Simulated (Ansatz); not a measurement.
# GaH2Cl + SiH4: a complex and its separated parts

Aim: how far the complex at one end of a reaction step lies below its separated, relaxed parts, level by level.

Program: Ansatz 0.2.0, Gaussian basis. Level of theory: PBE0-D4/def2-TZVP structures, single points in def2-TZVPP, no counterpoise correction. These are calculated values, not measurements.

Levels: SPW92, PBE-D4, BLYP-D4, r2SCAN-D4, B97M-V, PBE0-D4, B3LYP-D4, r2SCAN0-D4, BHLYP-D4, CAM-B3LYP-D4, wB97X-V, wB97M-V, B2PLYP, PBE-QIDH, RPA on PBE, Hartree-Fock, MP2, CCSD, CCSD(T).

Correlated methods freeze the cores. Filled d shells of the heavier atoms are correlated. B3LYP uses VWN-RPA correlation. B2PLYP carries no dispersion term here.

94 further runs of the same task are left out: 94 set aside as unsound or not needed.

### 1 The system as given

The complex: 9 atoms, charge 0, spin multiplicity 1.

Atoms are counted from 1 here; the program's logs count them from 0.

Bond lengths: Ga1–H3 1.557 Å, Ga1–H4 1.557 Å, Ga1–Cl6 2.174 Å, Si2–H5 1.511 Å, Si2–H7 1.477 Å, Si2–H8 1.477 Å, Si2–H9 1.484 Å. Angles: H3–Ga1–H4 129.6°, H3–Ga1–Cl6 114.7°, H4–Ga1–Cl6 114.5°, H5–Si2–H7 107.8°, H5–Si2–H8 108.4°, H5–Si2–H9 104.7°, H7–Si2–H8 113.0°, H7–Si2–H9 111.4°, H8–Si2–H9 111.2°.

As a file:

```xyz
9

Ga   -0.9622   -0.0082   -1.5121
Si    0.7847   -0.1436    1.2438
H    -0.0204   -0.5828   -2.6111
H    -2.2717   -0.6036   -0.9153
H     0.2518   -0.7956   -0.0111
Cl   -0.6198    2.0835   -1.0269
H     1.8599    0.7880    0.8456
H    -0.3363    0.5295    1.9313
H     1.3141   -1.2673    2.0556
```

Its parts: GaH2Cl holds atoms 1, 3, 4, 6; SiH4 holds atoms 2, 5, 7, 8, 9. Each part counts its atoms afresh in its own runs.

### 2 Relaxing GaH2Cl alone

relax-a/in.yaml reads:

```yaml
crystal:
  periodic: [false, false, false]
  atoms:
    - {symbol: Ga, position_ang: [-0.962216, -0.008186, -1.512107]}
    - {symbol: H, position_ang: [-0.020411, -0.582836, -2.611071]}
    - {symbol: H, position_ang: [-2.271736, -0.603589, -0.915317]}
    - {symbol: Cl, position_ang: [-0.619762, 2.083499, -1.026872]}
basis:
  gaussian: {orbitals: def2-TZVP}
hamiltonian: {xc: pbe0, dispersion: d4}
relax: {f_tol: 0.005, max_steps: 200}
```

Started as:

```console
ansatz run in.yaml --threads 4 --pin off --events-out ev --progress --plain --max-ram 9574MiB
```

After this run come: Relaxing SiH4 alone; SPW92/def2-TZVPP; PBE-D4/def2-TZVPP; BLYP-D4/def2-TZVPP; r2SCAN-D4/def2-TZVPP; B97M-V/def2-TZVPP; PBE0-D4/def2-TZVPP; B3LYP-D4/def2-TZVPP; r2SCAN0-D4/def2-TZVPP; BHLYP-D4/def2-TZVPP; CAM-B3LYP-D4/def2-TZVPP; wB97X-V/def2-TZVPP; wB97M-V/def2-TZVPP; B2PLYP/def2-TZVPP; PBE-QIDH/def2-TZVPP; RPA on PBE/def2-TZVPP; CCSD(T)/def2-TZVPP; Vibrations of GaH2Cl; Vibrations of SiH4.

What does the calculation give? Wanted: complex less parts, CCSD(T)/def2-TZVPP; with zero-point energy; largest T1 diagnostic.

As calculated:

```
                              quantity         value
complex less parts, CCSD(T)/def2-TZVPP  -19.3 kJ/mol
                with zero-point energy  -13.3 kJ/mol
                 largest T1 diagnostic         0.012
```

In words: At CCSD(T) the complex lies 19.3 kJ/mol below its parts. Among the functionals wB97M-V lands nearest to CCSD(T) (-0.2 kJ/mol) and SPW92 farthest (-19.0 kJ/mol). Mean unsigned error by rung: LDA 19.0, GGA 2.4, meta-GGA 2.5, hybrid 2.5, range-separated hybrid 0.7, double hybrid 4.6 kJ/mol. PBE-D4 gives a relative energy 4.6 kJ/mol too low, outside chemical accuracy (1 kcal/mol, 4.2 kJ/mol). No counterpoise was applied, and triple zeta lacks some correlation, so the CCSD(T) reference has a basis error of its own, and close matches with it are partly luck.
